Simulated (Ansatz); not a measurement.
# SnBi2O: the cost of one run

Program: Ansatz 0.2.0. Level of theory: DFT PBE, scalar-relativistic, plane waves, PAW. These are calculated values, not measurements.

## Step 1: Starting point

It takes space group P4/mmm (No. 123, tetragonal). Conventional cell: a = 4.314 Å, b = 4.314 Å, c = 6.458 Å, α = 90.00°, β = 90.00°, γ = 90.00°. Sn (site symmetry 4/mmm) has 4 O at 3.05 Å and 2 Bi at 3.23 Å as nearest neighbours. Bi (site symmetry 4/mmm) has 4 Bi at 3.05 Å and 2 O at 3.23 Å as nearest neighbours. Bi (site symmetry 4/mmm) is surrounded by 4 Bi at 3.05 Å and 2 Sn at 3.23 Å. O (site symmetry 4/mmm) is surrounded by 4 Sn at 3.05 Å and 2 Bi at 3.23 Å.

Coordinates:

```xyz
4
Lattice="4.3142 0.0000 0.0000 0.0000 4.3142 0.0000 0.0000 0.0000 6.4576" Properties=species:S:1:pos:R:3 pbc="T T T"
Sn    2.1571    2.1571    3.2288
Bi    0.0000    0.0000    0.0000
Bi    2.1571    2.1571    0.0000
O     0.0000    0.0000    3.2288
```

A structure generator made this guess: random cell by space group and Wyckoff sites (P4/mmm, No. 123). Its size is a rough estimate.

## Step 2: The guess as it stands, on a coarse mesh

Input file input.yaml:

```yaml
crystal:
  lattice:
    - [4.31420908, 0.0, 0.0]
    - [0.0, 4.31420908, 0.0]
    - [0.0, 0.0, 6.45755409]
  atoms:
    - { symbol: Sn, position: [0.5, 0.5, 0.5] }
    - { symbol: Bi, position: [0.0, 0.0, 0.0] }
    - { symbol: Bi, position: [0.5, 0.5, 0.0] }
    - { symbol: O, position: [0.0, 0.0, 0.5] }
basis:
  ecutwfc: 420
kpoints:
  mp_grid: { grid: [4, 4, 4] }
hamiltonian:
  xc: pbe
scf:
  occupations: { method: gaussian, width: 0.1 }
  lower_state_search: "off"
output:
  forces: true
  stress: true
  eigenvalues: true
```

Launch:

```
$ ansatz run input.yaml --threads 1 --pin off --max-ram 2560MiB --backend cpu --events-out ev --progress --plain --runs-dir out
```

**Question.** How long does this run take on 1 thread of Intel Xeon 6975P-C (Granite Rapids), shared host, and how much memory does it need?

About 2 s, with a peak of 0.41 GiB.
